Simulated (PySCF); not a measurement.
# A diatomic session: LiIn+

The task here is to estimate one member of a computed series from the others.

Computed with PySCF 2.14.0. Level: Li def2-SVPD, In def2-SVPD with ECP28, scalar-relativistic core potentials.

Set-up of the first run:

The job is set up so:

```yaml
atoms: Li, In
charge: 1
basis: Li def2-SVPD, In def2-SVPD with ECP28
Hamiltonian: scalar-relativistic core potentials
basis_functions: 44
electrons_treated: 23
masses_in_u: 7.0160, 114.9039
levels: PBE0, PBE, r²SCAN, M06, r²SCAN0, B2PLYP, ωB97X, HF, MP2, SCS-MP2, CCSD, CCSD(T)
grid: 80 radial by 434 angular points
occupations: held fixed by the projection of orbital angular momentum
dissociation_limit: Li+ + In, each in its ground configuration
starting_distance_in_angstrom: 2.775
values_of_2S_to_try: 1, 3
```

On the command line:

```console
$ OMP_NUM_THREADS=1 python dia.py task.json out
```

Steps of the session up to this table: The job; PBE0 along the bond; Excited determinants; PBE; r²SCAN; M06; r²SCAN0 (hybrid meta-GGA); B2PLYP; ωB97X (range-separated hybrid); UHF; MP2 and coupled cluster.

One of the session's tables, all rows but one given; the rest of the session is left out.

It belongs to the step «Constants by level of theory». 

| level | Re (Å) | ωe (cm⁻¹) | De (eV) |
| --- | --- | --- | --- |
| UHF | 3.263 | 178.4 | 1.21 |
| UHF-MP2 | 3.242 | 181.6 | 1.17 |
| UHF-SCS-MP2 | 3.256 | 179.6 | 1.17 |
| UHF-CCSD | 3.246 | 183.4 | 1.17 |
| UHF-CCSD(T) | 3.244 | 183.7 | 1.16 |
| PBE | ? | ? | ? |
| r²SCAN | 3.235 | 180.9 | 1.21 |
| PBE0 | 3.224 | 177.6 | 1.31 |
| r²SCAN0 | 3.195 | 189.5 | 1.21 |
| M06 | 3.300 | 170.9 | 1.22 |
| ωB97X | 3.150 | 201.0 | 1.15 |
| B2PLYP | 3.217 | 180.9 | 1.26 |

Estimate the missing values for PBE.

**Answer.** Re (Å): 3.282; ωe (cm⁻¹): 165.3; De (eV): 1.35. In the column «Re (Å)» it lies between UHF (3.263) and M06 (3.300).
